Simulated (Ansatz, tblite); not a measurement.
# In11As11 wurtzite off sphere (In₁₁As₁₁H₂₈): rung by rung

How do method and basis change the picture of In11As11 wurtzite off sphere (In₁₁As₁₁H₂₈) (singlet)?

The runs use Ansatz 0.2.0, Gaussian basis; as each input shows.

Levels to be run: GFN1-xTB, GFN2-xTB, PBE-D4/def2-TZVP, r2SCAN-D4/def2-TZVP, PBE-D4/def2-SVP, PBE0-D4/def2-SVP.

1 further run of the same task is left out (set aside as unsound or not needed).

## 1. The structure

The geometry is that of the singlet, from an earlier relaxation (PBE-D4/def2-SVP).

50 atoms, charge 0, spin multiplicity 1.

Bond lengths: In1–As2 2.756 Å, In1–As5 2.704 Å, In1–H23 1.739 Å, In1–H24 1.741 Å, As2–In7 2.697 Å, As2–H25 1.529 Å, As2–H26 1.529 Å, In3–As4 2.720 Å, In3–As5 2.620 Å, In3–As14 2.734 Å, In3–H27 1.741 Å, As4–In9 2.720 Å, As4–H28 1.527 Å, As4–H29 1.530 Å, As5–In6 2.673 Å, As5–In15 2.657 Å, In6–As8 2.703 Å, In6–As10 2.673 Å and more. Angles: As2–In1–As5 94.8°, As2–In1–H23 105.4°, As2–In1–H24 104.7°, As5–In1–H23 109.5°, As5–In1–H24 108.0°, H23–In1–H24 128.9°, In1–As2–In7 125.3°, In1–As2–H25 110.7°, In1–As2–H26 110.5°, In7–As2–H25 104.9°, In7–As2–H26 105.6°, H25–As2–H26 95.7°, As4–In3–As5 103.7°, As4–In3–As14 96.3°, As4–In3–H27 111.4°, As5–In3–As14 105.4°, As5–In3–H27 126.4°, As14–In3–H27 109.4° and more.

In takes a core potential in the def2 sets. No spin-orbit coupling is included.

PBE0-D4/def2-TZVP was run before; its log isn't repeated, and its numbers join the tables.

## 2. GFN1-xTB

Tight binding, by tblite at 300 K electronic temperature and without a spin-polarisation term:

```python
tblite.interface.Calculator('GFN1-xTB', numbers, positions, charge=0, uhf=0).singlepoint()
```

Energy -1589.8255 eV, HOMO -9.22 eV, LUMO -6.63 eV; 0.56 s.

## 3. GFN2-xTB

Tight binding, by tblite at 300 K electronic temperature and without a spin-polarisation term:

```python
tblite.interface.Calculator('GFN2-xTB', numbers, positions, charge=0, uhf=0).singlepoint()
```

Energy -1461.5544 eV, HOMO -10.02 eV, LUMO -7.44 eV; 0.53 s.

## 4. PBE-D4/def2-TZVP

start.molden holds the orbitals of an earlier run on this state, given as this run's starting guess.

in.yaml

```yaml
crystal:
  periodic: [false, false, false]
  atoms:
    - {symbol: In, position_ang: [0.380782, -4.971772, -0.079043]}
    - {symbol: As, position_ang: [0.430873, -4.588082, 2.649952]}
    - {symbol: In, position_ang: [0.454625, -2.528569, -3.290797]}
    - {symbol: As, position_ang: [-1.570612, -0.909007, -4.111968]}
    - {symbol: As, position_ang: [0.383227, -2.335650, -0.679325]}
    - {symbol: In, position_ang: [-1.860414, -1.075615, 0.044768]}
    - {symbol: In, position_ang: [0.456770, -2.192580, 3.888164]}
    - {symbol: As, position_ang: [-1.588253, -0.919131, 2.729838]}
    - {symbol: In, position_ang: [-1.965089, 1.653427, -3.289336]}
    - {symbol: As, position_ang: [-1.832527, 1.497627, -0.677601]}
    - {symbol: In, position_ang: [-4.116253, 2.813185, -0.073225]}
    - {symbol: In, position_ang: [-1.665270, 1.488068, 3.889416]}
    - {symbol: As, position_ang: [-3.754429, 2.665153, 2.654692]}
    - {symbol: As, position_ang: [2.491107, -0.886797, -4.084450]}
    - {symbol: In, position_ang: [2.649404, -1.204606, 0.124730]}
    - {symbol: As, position_ang: [2.480530, -0.878900, 2.767547]}
    - {symbol: In, position_ang: [2.879610, 1.664114, -3.234018]}
    - {symbol: As, position_ang: [0.473941, 2.599290, -4.082916]}
    - {symbol: As, position_ang: [2.373323, 1.368305, -0.668544]}
    - {symbol: In, position_ang: [0.282047, 2.893206, 0.123051]}
    - {symbol: In, position_ang: [2.884210, 1.663684, 3.680569]}
    - {symbol: As, position_ang: [0.481195, 2.585670, 2.766134]}
    - {symbol: H, position_ang: [-1.186167, -5.643472, -0.421448]}
    - {symbol: H, position_ang: [1.952168, -5.613440, -0.465005]}
    - {symbol: H, position_ang: [-0.696825, -5.367444, 3.327111]}
    - {symbol: H, position_ang: [1.569551, -5.389393, 3.281401]}
    - {symbol: H, position_ang: [0.505310, -4.002277, -4.216235]}
    - {symbol: H, position_ang: [-2.838435, -1.643288, -3.681948]}
    - {symbol: H, position_ang: [-1.803933, -1.042875, -5.618228]}
    - {symbol: H, position_ang: [-3.308964, -1.913500, -0.459715]}
    - {symbol: H, position_ang: [0.410016, -2.296849, 5.624985]}
    - {symbol: H, position_ang: [-2.822100, -1.630531, 3.291091]}
    - {symbol: H, position_ang: [-3.217413, 2.431147, -4.215330]}
    - {symbol: H, position_ang: [-5.480683, 1.790029, -0.412454]}
    - {symbol: H, position_ang: [-3.888071, 4.494632, -0.461691]}
    - {symbol: H, position_ang: [-1.776578, 1.498781, 5.626282]}
    - {symbol: H, position_ang: [-4.993269, 2.081313, 3.334309]}
    - {symbol: H, position_ang: [-3.875933, 4.053194, 3.283999]}
    - {symbol: H, position_ang: [2.688652, -0.975819, -5.598658]}
    - {symbol: H, position_ang: [3.771587, -1.628426, -3.709874]}
    - {symbol: H, position_ang: [4.109626, -1.912754, -0.521608]}
    - {symbol: H, position_ang: [3.694430, -1.670426, 3.263585]}
    - {symbol: H, position_ang: [4.238056, 2.451853, -3.972869]}
    - {symbol: H, position_ang: [0.494970, 2.812020, -5.597515]}
    - {symbol: H, position_ang: [0.468869, 4.079679, -3.711020]}
    - {symbol: H, position_ang: [3.588983, 2.072334, -0.056225]}
    - {symbol: H, position_ang: [0.400739, 4.510879, -0.525306]}
    - {symbol: H, position_ang: [2.793222, 1.612365, 5.417340]}
    - {symbol: H, position_ang: [4.116705, 2.373200, 2.671856]}
    - {symbol: H, position_ang: [0.402490, 4.032550, 3.262533]}
basis:
  gaussian: {orbitals: def2-TZVP, fitting: {mean_field: def2-universal-jkfit}, initial_orbitals: start.molden}
hamiltonian: {xc: pbe, dispersion: d4}
scf: {omitted_lower_state_checks: [starts]}
output: {orbitals: {seedname: orbitals}}
```

On the command line:

```sh
ansatz run in.yaml --threads 11 --pin off --events-out ev --progress --plain --max-ram 174080MiB --backend cuda --devices 0, --max-vram 75GiB
```

Standard output:

```text
Functional definition: PBE
  name "PBE"
  cite "Perdew, Burke & Ernzerhof, Phys. Rev. Lett. 77, 3865 (1996) doi:10.1103/PhysRevLett.77.3865"
  parent pbe
  parameter kappa = 0.804
  parameter beta = 0.06672455060314922
  exchange = pbe_x(kappa = kappa, mu = beta*pi^2/3)
  correlation = pbe_c(beta = beta)
these checks for a lower state are left out or cut short: starts
5828 factors; integrals over basis functions are off by at most 6.3e-1 eV
mean field evaluation 1: about -726535.8436 eV, gradient 3.0e1 eV
mean field evaluation 2: about -726536.8593 eV, gradient 1.2e0 eV
mean field evaluation 4: about -726536.8929 eV, gradient 1.0e-1 eV
mean field evaluation 8: about -726536.8930 eV, gradient 1.4e-5 eV
mean field -726536.89297607 eV, -26699.7383524771 hartree, gradient 1.4e-5 eV, S^2 0.000000; 0 other end points of the search recorded, 0 dependent functions left out
reference -726536.89316295 eV, -26699.7383593447 hartree; 311, 311 occupied and 935, 935 virtual orbitals, 5828 factors
Total energy: -726540.82162280 eV, -26699.8827275815 hartree
Checks for a lower state left out: starts
```

Run time: 16 s. Hardware: 1 × H100 with 11 threads of AMD EPYC 7R13, shared host; peak host memory 1.9 GiB.

Report: HOMO -5.64 eV, LUMO -2.56 eV.

## 5. r2SCAN-D4/def2-TZVP

in.yaml, as its differences from that of step 4:

```diff
@@ -55,3 +55,3 @@
   gaussian: {orbitals: def2-TZVP, fitting: {mean_field: def2-universal-jkfit}, initial_orbitals: start.molden}
-hamiltonian: {xc: pbe, dispersion: d4}
+hamiltonian: {xc: r2scan, dispersion: d4}
 scf: {omitted_lower_state_checks: [starts]}
```

Same command.

Standard output:

```text
Functional definition: r2SCAN
  name "r2SCAN"
  cite "Furness, Kaplan, Ning, Perdew & Sun, J. Phys. Chem. Lett. 11, 8208 (2020) doi:10.1021/acs.jpclett.0c02405"
  cite "Furness, Kaplan, Ning, Perdew & Sun, J. Phys. Chem. Lett. 11, 9248 (2020) doi:10.1021/acs.jpclett.0c03077"
  parent r2scan
  parameter k0 = 0.174
  parameter k1 = 0.065
  parameter a1 = 4.9479
  exchange = r2scan_x(k0 = k0, k1 = k1, a1 = a1)
  correlation = r2scan_c
these checks for a lower state are left out or cut short: starts
5828 factors; integrals over basis functions are off by at most 6.3e-1 eV
mean field evaluation 1: about -726657.9835 eV, gradient 2.2e1 eV
mean field evaluation 2: about -726658.4094 eV, gradient 5.6e-1 eV
mean field evaluation 4: about -726658.4318 eV, gradient 2.2e-3 eV
mean field -726658.43182729 eV, -26704.2048228774 hartree, gradient 2.2e-5 eV, S^2 0.000000; 0 other end points of the search recorded, 0 dependent functions left out
reference -726658.43188478 eV, -26704.2048249901 hartree; 311, 311 occupied and 935, 935 virtual orbitals, 5828 factors
Total energy: -726659.53122637 eV, -26704.2452250484 hartree
Checks for a lower state left out: starts
```

Wall time 24 s (1 × H100 with 11 threads of AMD EPYC 7R13, shared host); peak host memory 1.9 GiB.

HOMO -5.84 eV, LUMO -2.37 eV.

## 6. PBE-D4/def2-SVP

in.yaml, as its differences from that of step 5:

```diff
@@ -54,4 +54,4 @@
 basis:
-  gaussian: {orbitals: def2-TZVP, fitting: {mean_field: def2-universal-jkfit}, initial_orbitals: start.molden}
-hamiltonian: {xc: r2scan, dispersion: d4}
+  gaussian: {orbitals: def2-SVP, fitting: {mean_field: def2-universal-jkfit}, initial_orbitals: start.molden}
+hamiltonian: {xc: pbe, dispersion: d4}
 scf: {omitted_lower_state_checks: [starts]}
```

Same command.

Standard output:

```text
Functional definition: PBE
  name "PBE"
  cite "Perdew, Burke & Ernzerhof, Phys. Rev. Lett. 77, 3865 (1996) doi:10.1103/PhysRevLett.77.3865"
  parent pbe
  parameter kappa = 0.804
  parameter beta = 0.06672455060314922
  exchange = pbe_x(kappa = kappa, mu = beta*pi^2/3)
  correlation = pbe_c(beta = beta)
these checks for a lower state are left out or cut short: starts
5828 factors; integrals over basis functions are off by at most 3.4e-1 eV
mean field evaluation 1: about -726449.0534 eV, gradient 8.3e1 eV
mean field evaluation 2: about -726451.2902 eV, gradient 3.1e0 eV
mean field evaluation 4: about -726451.3848 eV, gradient 8.8e-2 eV
mean field -726451.38484087 eV, -26696.5959864678 hartree, gradient 8.5e-5 eV, S^2 0.000000; 0 other end points of the search recorded, 0 dependent functions left out
reference -726451.38498552 eV, -26696.5959917836 hartree; 311, 311 occupied and 467, 467 virtual orbitals, 5828 factors
Total energy: -726455.31344537 eV, -26696.7403600204 hartree
Checks for a lower state left out: starts
```

Wall time 20 s (1 × H100 with 11 threads of AMD EPYC 7R13, shared host); peak host memory 1.9 GiB.

From the report: HOMO -5.56 eV, LUMO -2.45 eV.

## 7. PBE0-D4/def2-SVP

in.yaml, as its differences from that of step 6:

```diff
@@ -55,3 +55,3 @@
   gaussian: {orbitals: def2-SVP, fitting: {mean_field: def2-universal-jkfit}, initial_orbitals: start.molden}
-hamiltonian: {xc: pbe, dispersion: d4}
+hamiltonian: {xc: pbe0, dispersion: d4}
 scf: {omitted_lower_state_checks: [starts]}
```

The command is unchanged.

Standard output:

```text
Functional definition: PBE0
  name "PBE0"
  cite "Adamo & Barone, J. Chem. Phys. 110, 6158 (1999) doi:10.1063/1.478522"
  cite "Perdew, Burke & Ernzerhof, Phys. Rev. Lett. 77, 3865 (1996) doi:10.1103/PhysRevLett.77.3865"
  parent pbe
  parameter a = 0.25
  parameter kappa = 0.804
  parameter beta = 0.06672455060314922
  exchange = (1 - a)*pbe_x(kappa = kappa, mu = beta*pi^2/3) + a*exact_x
  correlation = pbe_c(beta = beta)
these checks for a lower state are left out or cut short: starts
5828 factors; integrals over basis functions are off by at most 3.4e-1 eV
mean field evaluation 1: about -726471.2690 eV, gradient 8.0e1 eV
mean field evaluation 2: about -726472.6120 eV, gradient 1.3e0 eV
mean field evaluation 4: about -726472.6366 eV, gradient 4.6e-2 eV
mean field -726472.63658051 eV, -26697.3769734949 hartree, gradient 4.7e-5 eV, S^2 0.000000; 0 other end points of the search recorded, 0 dependent functions left out
reference -726472.63668845 eV, -26697.3769774616 hartree; 311, 311 occupied and 467, 467 virtual orbitals, 5828 factors
Total energy: -726476.26627828 eV, -26697.5103624274 hartree
Checks for a lower state left out: starts
```

Run time: 16 s. Hardware: 1 × H100 with 11 threads of AMD EPYC 7R13, shared host; peak host memory 1.9 GiB.

HOMO -6.45 eV, LUMO -1.71 eV.

## 8. Levels side by side

| level | functions | HOMO (eV) | LUMO (eV) | gap (eV) | time |
| --- | --- | --- | --- | --- | --- |
| PBE-D4/def2-SVP | 778 | -5.56 | -2.45 | 3.11 | 20 s |
| PBE-D4/def2-TZVP | 1246 | -5.64 | -2.56 | 3.07 | 16 s |
| r2SCAN-D4/def2-TZVP | 1246 | -5.84 | -2.37 | 3.47 | 24 s |
| PBE0-D4/def2-SVP | 778 | -6.45 | -1.71 | 4.75 | 16 s |
| PBE0-D4/def2-TZVP | 1246 | -6.50 | -1.81 | 4.70 | 33 s |

## 9. Binding energy

Free atoms were run apart at each level; binding is atoms less cluster, divided by the number of atoms, without zero-point or spin-orbit terms.

| level | binding an atom (eV) |
| --- | --- |
| PBE-D4/def2-SVP | 2.396 |
| PBE-D4/def2-TZVP | 2.411 |
| r2SCAN-D4/def2-TZVP | 2.426 |
| PBE0-D4/def2-SVP | 2.389 |
| PBE0-D4/def2-TZVP | 2.405 |

## 10. Summary of results

| quantity | value |
| --- | --- |
| gap in def2-TZVP, named functionals, smallest and largest | 3.07 eV (PBE-D4), 4.70 eV (PBE0-D4) |
| binding an atom, functionals in def2-TZVP | 2.41 (PBE0-D4) to 2.43 eV (r2SCAN-D4) |
| PBE0 total energy, smallest basis above largest | 84.93 eV (def2-SVP, def2-TZVP) |

In words: Over the named functionals in def2-TZVP the gap runs from 3.07 eV (PBE-D4) to 4.70 eV (PBE0-D4); exact exchange widens it.

The slowest run with a step of its own, r2SCAN-D4/def2-TZVP, took 24 s; the quickest functional in def2-TZVP took 16 s (shared host).
